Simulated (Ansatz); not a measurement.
BrHSSi, SMILES S[Si]Br, a search for lower mean-field states

Program: Ansatz 0.2.0, Python API.

Script `states_brhssi.py`:
```python
import ansatz as az
import numpy as np

SETTINGS = {
    "basis_set": "def2-SVP",
    "xc": "hf",
}

geometry_ang = [
    ("S", [-0.1746, 0.9748, -0.6136]),
    ("Si", [-0.1784, -0.8546, 0.4216]),
    ("Br", [1.8582, -1.2, 1.1223]),
    ("H", [-1.4497, 1.0195, -0.9505]),
]
system = az.Crystal.molecule()
for symbol, xyz in geometry_ang:
    system = system.atom(symbol, xyz)
symbols = [site.symbol for site in system.cartesian_sites]

start = np.array([site.position_ang for site in system.cartesian_sites])
for factor in [1.0, 1.5]:
    xyz = (start - start.mean(axis=0)) * factor
    scaled = az.Crystal.molecule()
    for symbol, place in zip(symbols, xyz):
        scaled = scaled.atom(symbol, place.tolist())
    base = (
        scaled.calculation()
        .basis(gaussian=SETTINGS["basis_set"])
        .functional(SETTINGS["xc"])
        .spin("collinear")
    )
    for search in ("off", "standard"):
        try:
            r = base.scf(lower_state_search=search).run().report
        except az.AnsatzError as error:
            print(f"x{factor} search {search}: {type(error).__name__}")
            continue
        state = r["mean_field"]["state"]
        print(f"all distances x{factor}, search {search:8s} E = {r['free_energy_ev']:.5f} eV  <S^2> = {abs(state['spin_squared']):.3f}  other states met: {len(r['mean_field']['others'])}")
```

`python states_brhssi.py` gives:
```text
all distances x1.0, search off      E = -88681.06682 eV  <S^2> = 0.000  other states met: 0
all distances x1.0, search standard E = -88681.06812 eV  <S^2> = 0.051  other states met: 2
all distances x1.5, search off      E = -88673.70459 eV  <S^2> = 0.000  other states met: 0
all distances x1.5, search standard E = -88675.14499 eV  <S^2> = 1.974  other states met: 15
```

What to keep in mind:
- Total energies depend on the basis set; only differences at equal settings carry meaning.
- The count of other states can hold repeated and symmetry-equivalent ends of the search; scaling all distances is a test, and for more than two atoms no physical path.
- The structure is a rough, unrelaxed start.
- The expectation value of S² is noticeably off S(S+1) in at least one run, so that state is spin-contaminated.
- The whole script took 33 s on 1 thread of Arm Neoverse V2 (shared host), peak memory 0.31 GiB.
